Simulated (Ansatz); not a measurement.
The system is CsLiCr2Te2S3.

```xyz
9
Lattice="7.0568 0.0000 0.0079 0.0000 3.9806 0.0000 -2.6830 0.0000 8.6787" Properties=species:S:1:pos:R:3 pbc="T T T"
Cs   -0.4655    0.0000    3.2730
Li    3.9824    1.9903    6.8528
Cr   -1.6462    0.0000    8.2124
Cr    1.5770    1.9903    8.4373
Te    3.1779    0.0000    1.3292
Te    1.9151    0.0000    6.5041
S     4.3316    0.0000    5.9520
S    -0.4879    1.9903    7.3270
S     6.6516    1.9903    0.4725
```

The cell was built by a generator and needn't be a form met in nature.

Base run:

```yaml
Program: Ansatz 0.2.0
Functional: BLYP
Potentials_or_basis: Ansatz PAW
Cutoff: "420 eV (not typed: the program's choice for these potentials)"
k_mesh: 4 × 7 × 3
Occupations: fermi-dirac, width 0.05 eV
Spin: collinear spin, ferromagnetic start
Starting_moments: "[0.0, 0.0, 3.0, 3.0, 0.0, 0.0, 0.0, 0.0, 0.0] μB"
```

Its results: band gap on the k mesh 0.53 eV, indirect (least direct gap 0.80 eV); pressure 2.8 GPa; net moment 6.00 μB per cell; site moments Cs +0.00; Li +0.00; Cr +2.86, +2.66; Te -0.11, -0.03; S -0.02, -0.08, -0.03 μB; largest force 0.380 eV/Å.

Task: The run is repeated on the same cell with these changes: functional from BLYP to PBE. What comes out?

Result: Band gap on the k mesh 0.48 eV, indirect (least direct gap 0.77 eV); pressure 0.0 GPa; net moment 6.00 μB per cell; site moments Cs +0.00; Li +0.00; Cr +2.89, +2.69; Te -0.13, -0.04; S -0.03, -0.10, -0.05 μB; largest force 0.009 eV/Å.

PBE binds more tightly than BLYP, so the same cell stands under less pressure.

Caveats: spin-orbit coupling is left out, which moves the levels of the heavy elements; only a ferromagnetic start was run, and an antiferromagnetic order may lie lower in energy; the PAW data sets come from PBE, with cores solved anew for the run's functional, which leaves a small shift of forces and pressure (some runs); odd divisions of the mesh miss points on the zone boundary, where band edges often lie, so the gap on the mesh can be too wide (some runs).
